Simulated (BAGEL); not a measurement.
# CH4AlNO (SMILES C1[NH][AlH][O]1): a chain of runs

Wanted: the energy (HF/6-31G*), then the energy (NEVPT2(2,2)/6-31G*), then the energy (CASPT2(2,2)/6-31G*) of CH4AlNO. 

Program for the calculation: BAGEL 1.2.2.

2 further runs of the same task are left out: 2 set aside as unsound or not needed.

## (1) Starting point

CH4AlNO: 8 atoms, total charge 0, spin state singlet. SMILES: `C1[NH][AlH][O]1`. One bond was lengthened or shortened from a relaxed shape.

Bond lengths: C1–N2 1.466 Å, N2–Al3 1.758 Å, C1–O4 1.423 Å, Al3–O4 1.732 Å, C1–H5 1.264 Å, C1–H6 1.099 Å, N2–H7 1.002 Å, Al3–H8 1.569 Å. Some angles: C1–N2–Al3 87.4°, N2–C1–O4 102.5°, N2–Al3–O4 80.4°, C1–O4–Al3 89.8°, C1–N2–H7 120.2°, Al3–N2–H7 152.4°, N2–C1–H5 112.7°, N2–C1–H6 112.7°, O4–C1–H5 109.9°, O4–C1–H6 109.9°.

## (2) A single-point energy at HF/6-31G(d) (density fitting with svp-jkfit, spherical functions) (run 1)

File input.json:

```json
{ "bagel" : [

{
  "title" : "molecule",
  "basis" : "6-31gs.json",
  "df_basis" : "svp-jkfit",
  "angstrom" : true,
  "geometry" : [
    { "atom" : "C", "xyz" : [   -0.341969,    0.684757,   -0.323962 ] },
    { "atom" : "N", "xyz" : [    0.488931,    0.175857,    0.770738 ] },
    { "atom" : "Al", "xyz" : [   -0.051869,   -1.436743,    0.325138 ] },
    { "atom" : "O", "xyz" : [   -0.908469,   -0.506343,   -0.858962 ] },
    { "atom" : "H", "xyz" : [    0.332400,    1.276900,   -1.213500 ] },
    { "atom" : "H", "xyz" : [   -1.140469,    1.353757,    0.025338 ] },
    { "atom" : "H", "xyz" : [    1.019731,    0.809757,    1.337538 ] },
    { "atom" : "H", "xyz" : [    0.078031,   -2.955843,    0.694038 ] }
  ]
},
{
  "title" : "hf"
},
{
  "title" : "print",
  "file" : "orbitals.molden",
  "orbitals" : true
}

]}
```

The basis set 6-31G* is read from a file made from the Basis Set Exchange's data (not shown).

Started as:

```bash
BAGEL_NUM_THREADS=1 BAGEL input.json > input.out
```

The log of the run:

```text
* using 1 threads per process

  ===============================================================
  ===============================================================

  *** Geometry ***

  { "atom" : "C", "xyz" : [     -0.646228,      1.294003,     -0.612199 ] },
  { "atom" : "N", "xyz" : [      0.923946,      0.332322,      1.456484 ] },
  { "atom" : "Al", "xyz" : [     -0.098018,     -2.715051,      0.614422 ] },
  { "atom" : "O", "xyz" : [     -1.716758,     -0.956850,     -1.623203 ] },
  { "atom" : "H", "xyz" : [      0.628145,      2.412991,     -2.293183 ] },
  { "atom" : "H", "xyz" : [     -2.155174,      2.558230,      0.047882 ] },
  { "atom" : "H", "xyz" : [      1.927012,      1.530219,      2.527581 ] },
  { "atom" : "H", "xyz" : [      0.147457,     -5.585734,      1.311542 ] },

  Number of auxiliary basis functions:      429

  Since a DF basis is specified, we compute 2- and 3-index integrals:
    o Being stored without compression. Storage requirement is 0.016 GB

  Number of basis functions:       68
  Number of electrons      :       38

    * METHOD: MOLECULE                             0.16

  *** RHF ***

  === Nuclear Repulsion ===
   158.8350557962

      * DIIS with orbital gradients will be used.

  === RHF iteration (6-31gs.json) ===
      0       -411.11054025          0.02865937           0.04
      1       -411.30503565          0.01886130           0.04
      2       -411.41852157          0.00188876           0.04
      3       -411.42018306          0.00072568           0.04
      4       -411.42036928          0.00016103           0.04
      5       -411.42038286          0.00003141           0.04
      6       -411.42038375          0.00001050           0.04
      7       -411.42038383          0.00000372           0.04
      8       -411.42038384          0.00000132           0.04
      9       -411.42038385          0.00000045           0.04
     10       -411.42038385          0.00000021           0.04
     11       -411.42038385          0.00000008           0.04
     12       -411.42038385          0.00000003           0.04
     13       -411.42038385          0.00000001           0.04
     14       -411.42038385          0.00000000           0.04
    * SCF iteration converged.

    * Permanent dipole moment:
           (   -0.502672,     0.120920,    -0.757096) a.u.

    * METHOD: HF                                   0.68

    * METHOD: PRINT                                0.01

  ===============================================================
```

Run time: 0.99 s. Hardware: 1 thread of Arm Neoverse V2, shared host.

## (3) A single-point energy at NEVPT2(2,2)/6-31G(d) (density fitting with svp-jkfit, spherical functions) (run 2)

File calc.json:

```json
{ "bagel" : [

{
  "title" : "molecule",
  "basis" : "6-31gs.json",
  "df_basis" : "svp-jkfit",
  "angstrom" : true,
  "geometry" : [
    { "atom" : "C", "xyz" : [   -0.341969,    0.684757,   -0.323962 ] },
    { "atom" : "N", "xyz" : [    0.488931,    0.175857,    0.770738 ] },
    { "atom" : "Al", "xyz" : [   -0.051869,   -1.436743,    0.325138 ] },
    { "atom" : "O", "xyz" : [   -0.908469,   -0.506343,   -0.858962 ] },
    { "atom" : "H", "xyz" : [    0.332400,    1.276900,   -1.213500 ] },
    { "atom" : "H", "xyz" : [   -1.140469,    1.353757,    0.025338 ] },
    { "atom" : "H", "xyz" : [    1.019731,    0.809757,    1.337538 ] },
    { "atom" : "H", "xyz" : [    0.078031,   -2.955843,    0.694038 ] }
  ]
},
{
  "title" : "hf",
  "charge" : 0
},
{
  "title" : "nevpt2",
  "nstate" : 1,
  "nact" : 2,
  "nclosed" : 18,
  "charge" : 0,
  "active" : [13, 24],
  "maxiter" : 200,
  "natocc" : true,
  "ncore" : 8
},
{
  "title" : "print",
  "file" : "orbitals.molden",
  "orbitals" : true
}

]}
```

The basis set 6-31G* is read from a file made from the Basis Set Exchange's data (not shown).

Started as:

```bash
BAGEL_NUM_THREADS=1 BAGEL calc.json > calc.out
```

The log of the run:

```text
* using 1 threads per process

  ===============================================================
  ===============================================================

  *** Geometry ***

  { "atom" : "C", "xyz" : [     -0.646228,      1.294003,     -0.612199 ] },
  { "atom" : "N", "xyz" : [      0.923946,      0.332322,      1.456484 ] },
  { "atom" : "Al", "xyz" : [     -0.098018,     -2.715051,      0.614422 ] },
[... 4 lines of this table left out ...]
  { "atom" : "H", "xyz" : [      0.147457,     -5.585734,      1.311542 ] },

  Number of auxiliary basis functions:      429

  Since a DF basis is specified, we compute 2- and 3-index integrals:
    o Being stored without compression. Storage requirement is 0.016 GB

[... 18 lines left out ...]
    * SCF iteration converged.
[... 1 line left out ...]
    * Permanent dipole moment:
[... 28 lines left out ...]
    * Second-order optimization converged. *

     guess   0:   closed 1.                   open ..

  === FCI iteration ===

      0  0      -411.42004509     8.73e-02      0.00
      1  0      -411.44209450     1.22e-03      0.00
      2  0 *    -411.44210150     1.35e-16      0.00

     * ci vector, state   0, <S^2> = 0.0000
       2.     0.9921129808
       .2    -0.1253468521

  === DF-NEVPT2 calculation ===

    * 3-index integral transformation done
    * assembly done

      NEVPT2 correlation energy:   -0.4990151856      0.08

          (+0)     -0.4504732884
          (+0)'    -0.0142325926
          (+1)     -0.0076439658
          (+1)'    -0.0000000000
          (+2)     -0.0001834918
          (-1)     -0.0216718191
          (-1)'     0.0000000000
          (-2)     -0.0048100278

      NEVPT2 total energy:       -411.9411166897

    * METHOD: NEVPT2                               2.37

    * METHOD: PRINT                                0.01

  ===============================================================
```

Wall time 3.3 s (1 thread of Arm Neoverse V2, shared host).

## (4) A single-point energy at CASPT2(2,2)/6-31G(d) (density fitting with svp-jkfit, spherical functions) (run 3)

Edit input.json of step 2 so:

```diff
@@ -18,10 +18,6 @@
 },
-{
-  "title" : "hf"
-},
-{
-  "title" : "print",
-  "file" : "orbitals.molden",
-  "orbitals" : true
-}
+{ "title" : "hf" },
+{ "title" : "casscf", "nstate" : 1, "nact" : 2, "nclosed" : 18, "active" : [13, 24], "maxiter" : 200, "natocc" : true },
+{ "title" : "print", "file" : "orbitals.molden", "orbitals" : true },
+{ "title" : "smith", "method" : "caspt2", "ms" : true, "xms" : true, "sssr" : true, "shift" : 0.2, "shift_imag" : true, "ncore" : 8 }
```

The basis set 6-31G* is read from a file made from the Basis Set Exchange's data (not shown).

Started as:

```bash
BAGEL_NUM_THREADS=1 BAGEL input.json > input.out
```

The log of the run:

```text
* using 1 threads per process

  ===============================================================
  ===============================================================

  *** Geometry ***

  { "atom" : "C", "xyz" : [     -0.646228,      1.294003,     -0.612199 ] },
  { "atom" : "N", "xyz" : [      0.923946,      0.332322,      1.456484 ] },
  { "atom" : "Al", "xyz" : [     -0.098018,     -2.715051,      0.614422 ] },
[... 4 lines of this table left out ...]
  { "atom" : "H", "xyz" : [      0.147457,     -5.585734,      1.311542 ] },

  Number of auxiliary basis functions:      429

  Since a DF basis is specified, we compute 2- and 3-index integrals:
    o Being stored without compression. Storage requirement is 0.016 GB

[... 18 lines left out ...]
    * SCF iteration converged.
[... 1 line left out ...]
    * Permanent dipole moment:
[... 27 lines left out ...]
    * Second-order optimization converged. *
[... 9 lines left out ...]
     * ci vector, state   0, <S^2> = 0.0000
[... 16 lines left out ...]
    * Zeroth order energy : state  0       -1.0422912949
[... 4 lines left out ...]
       #      aibj      arbs      arbi      airj      risj      airs      arst      rist         Etot      error   time
[... 10 lines left out ...]
      ------------------------------------------------------------------------------------------------------------------

    * CASPT2 energy : state  0     -411.9445644667
        w/o shift correction       -411.9421946562
        reference weight              0.8618765328

    * METHOD: SMITH                                0.35

  ===============================================================
```

Wall time 3.6 s (1 thread of Arm Neoverse V2, shared host).

## (5) What came out

| quantity | value |
| --- | --- |
| run 1, HF/6-31G*: total energy | -411.42038 Eh |
| run 1, HF/6-31G*: dipole moment | 2.33 D |
| run 1, HF/6-31G*: HOMO energy | -9.87 eV |
| run 1, HF/6-31G*: LUMO energy | 2.28 eV |
| run 1, HF/6-31G*: HOMO–LUMO gap | 12.16 eV |
| run 2, NEVPT2(2,2)/6-31G*: total energy | -411.94112 Eh |
| run 3, CASPT2(2,2)/6-31G*: total energy | -411.94456 Eh |
